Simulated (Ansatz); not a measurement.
**C2H4FNSi: small, medium and large basis sets**

Aim: see how fast density functionals converge with the basis set for C2H4FNSi.

Computed with Ansatz 0.2.0, Gaussian basis. Level: one geometry, several basis sets.

The runs, in order: PBE0-D4/def2-SVP; ωB97M-V/def2-SVP; PBE0-D4/def2-QZVPP; ωB97M-V/def2-QZVPP; the functionals' def2-TZVPP values are taken from earlier runs.

## 1. Structure used throughout

The geometry comes from an earlier relaxation with PBE0-D4 in a triple-zeta def2 set; it is a stationary point, not always the lowest conformer.

9 atoms, charge 0, spin multiplicity 1.

Atoms are counted from 1 here; the program's logs count them from 0.

Bond lengths: N1–C2 1.218 Å, N1–H6 1.020 Å, C2–C3 1.315 Å, C3–F4 1.361 Å, C3–Si5 1.859 Å, Si5–H7 1.485 Å, Si5–H8 1.486 Å, Si5–H9 1.483 Å. Angles: C2–N1–H6 116.1°, N1–C2–C3 173.0°, C2–C3–F4 118.8°, C2–C3–Si5 122.5°, F4–C3–Si5 118.6°, C3–Si5–H7 110.3°, C3–Si5–H8 110.4°, C3–Si5–H9 106.4°, H7–Si5–H8 108.8°, H7–Si5–H9 110.6°, H8–Si5–H9 110.4°.

## 2. PBE0-D4 in def2-SVP

The input, in.yaml:

```yaml
crystal:
  periodic: [false, false, false]
  atoms:
    - {symbol: N, position_ang: [1.052553, 2.214208, -0.091283]}
    - {symbol: C, position_ang: [0.660828, 1.109399, -0.421222]}
    - {symbol: C, position_ang: [0.329814, -0.141225, -0.657838]}
    - {symbol: F, position_ang: [0.652580, -0.689496, -1.861287]}
    - {symbol: Si, position_ang: [-0.580646, -1.185976, 0.580843]}
    - {symbol: H, position_ang: [0.427500, 2.992584, -0.298923]}
    - {symbol: H, position_ang: [0.222986, -2.384205, 0.932622]}
    - {symbol: H, position_ang: [-1.884743, -1.630826, 0.025601]}
    - {symbol: H, position_ang: [-0.792369, -0.330762, 1.774387]}
basis:
  gaussian: {orbitals: def2-SVP}
hamiltonian: {xc: pbe0, dispersion: d4}
output: {orbitals: {seedname: orbitals}}
```

Launch:

```bash
$ ansatz run in.yaml --threads 2 --pin off --events-out ev --progress --plain --max-ram 4352MiB
```

After this run come: ωB97M-V in def2-SVP; PBE0-D4 in def2-QZVPP; ωB97M-V in def2-QZVPP.

Q: Predict the results of all the runs planned. Wanted: PBE0-D4: double and triple zeta above quadruple; ωB97M-V: double and triple zeta above quadruple.

As calculated:

```
                                       quantity           value
PBE0-D4: double and triple zeta above quadruple  10.83, 0.60 eV
ωB97M-V: double and triple zeta above quadruple  11.04, 0.56 eV
```

PBE0-D4 gains 10.23 eV from double to triple zeta, then 0.60 eV more. Total energies overstate the basis error of differences, where much of it tends to cancel.
